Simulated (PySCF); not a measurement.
**C4H5Cl2FGe: electronic excitations**

Aim: predict the electronic excitations of C4H5Cl2FGe (`CC#[C][GeH2][C](F)(Cl)Cl`).

The runs use PySCF 2.14.0, with density-fitted response routines of our own; the level of theory stands in each step. All values are computed, except where a source is named. Atoms are numbered from 0 throughout.

**1. The starting structure**

13 atoms, charge 0, multiplicity 1; geometry from: GFN2-xTB.

Bonds of the start (Å): C0–C1 1.44, C1–C2 1.21, C2–Ge3 1.88, Ge3–C4 2.00, C4–F5 1.36, C4–Cl6 1.77, C4–Cl7 1.77, C0–H8 1.09, C0–H9 1.09, C0–H10 1.09, Ge3–H11 1.50, Ge3–H12 1.50.

**2. Excited states and response: B3LYP/def2-SVPD**

The job: settings as JSON, then the geometry in Å.

```
{"job": {"kind": "uv", "xc": "B3LYP", "basis": "def2-SVPD", "nstates": 8, "ntriplets": 3}, "charge": 0, "multiplicity": 1}
C      2.882367     0.392889     0.633481
C      1.524947    -0.066058     0.471333
C      0.390463    -0.454422     0.334072
Ge    -1.384025    -1.032749     0.104214
C     -2.277653     0.406630    -0.959117
F     -3.582325     0.131511    -1.208396
Cl    -2.209766     1.927913    -0.061043
Cl    -1.458751     0.591679    -2.514320
H      3.135581     0.434983     1.692050
H      3.565947    -0.290557     0.131203
H      2.990376     1.387200     0.201889
H     -2.116631    -1.134783     1.406120
H     -1.464918    -2.293750    -0.699644
```

Level: TDDFT B3LYP/def2-SVPD, vertical, gas phase, core orbitals frozen in the response.

The run is started by

```console
> OMP_NUM_THREADS=1 python probes_run.py task.json out
```

One launch serves the whole session: the jobs run in the order shown.

Predict these results of the whole session: lowest singlet (B3LYP/def2-SVPD); brightest single state of those computed; lowest triplet.

As calculated:

```
                                quantity                        value
        lowest singlet (B3LYP/def2-SVPD)  5.79 eV (214 nm), f = 0.000
brightest single state of those computed  state 2, 6.00 eV, f = 0.027
                          lowest triplet                      5.02 eV
```

**Reading.** The lowest singlet, at 5.79 eV, is HOMO−1→LUMO 0.72, HOMO−1→LUMO+1 0.23 and is dark; of the 8 states computed, the strongest absorption comes from state 2 at 6.00 eV. The lowest triplet lies 0.77 eV below the lowest singlet (triplets in Tamm-Dancoff, singlets in full TDDFT).
